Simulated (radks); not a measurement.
# Cs⁻ held by a Watson sphere

The task here is to estimate one member of a computed series from the others.

Program: radks (a radial shooting solver on a logarithmic mesh, Libxc functionals) version 1. Level of theory: scalar-relativistic Kohn-Sham, LDA (Slater exchange, VWN5 correlation), spin-unpolarised, spherical densities, finite nucleus. These are calculated values, not measurements, unless marked.

**Starting point**

* element: caesium (Z = 55)
* charge: -1
* electrons: 56
* configuration: [Xe] 6s2
* nuclear rms radius: 4.8041 fm

The outer shells:

Cs⁻
```
[Xe] core
6s [↑↓]
```

Set-up of the first run:

Settings of this run:

```text
Z 55
configuration [Xe] 6s2
relativity scalar-relativistic
functional lda,vwn5
spin unpolarised
nucleus finite rms 4.8041 fm
c 137.035999084
watson charge 1 radius 3.23 bohr
response adiabatic LDA kernel
```

Steps of the session up to this table: R = 3.23 bohr; R = 3.26 bohr; R = 3.99 bohr; R = 4.02 bohr; R = 4.26 bohr; R = 5.55 bohr; R = 5.68 bohr; R = 6.41 bohr; R = 6.48 bohr.

One table of the session follows, with a row left open; its other results are not shown here.

```
R (bohr)  highest level (eV)  its <r> (bohr)  sum of <r²> (bohr²)  α (bohr³)
    3.23              -3.249           4.902                106.0      263.8
    3.26              -3.246           4.907                106.1      264.6
    3.99              -3.147           5.070                110.0      295.6
    4.02              -3.141           5.078                110.2      297.3
    4.26              -3.094           5.146                111.7      312.3
    5.55              -2.786           5.546                121.2      420.9
    5.68                   ?               ?                    ?          ?
    6.41              -2.570           5.805                128.0      512.6
    6.48              -2.553           5.825                128.5      520.6
```

Estimate the missing values for R (bohr) = 5.68.

Worked estimate for «highest level (eV)». A straight line through the neighbours (5.55, -2.786) and (6.41, -2.570) gives -2.786 + (-2.570 + 2.786) × (5.68 − 5.55) / (6.41 − 5.55) = -2.753; a parabola fitted to 4 rows on both sides gives -2.754.

As computed: highest level (eV): -2.753; its <r> (bohr): 5.586; sum of <r²> (bohr²): 122.2; α (bohr³): 433.9. In «highest level (eV)» the line misses by 0.000 and the parabola by -0.001.

A wider sphere makes a shallower well, so the ion swells. The polarisability goes from 264 to 521 bohr³.
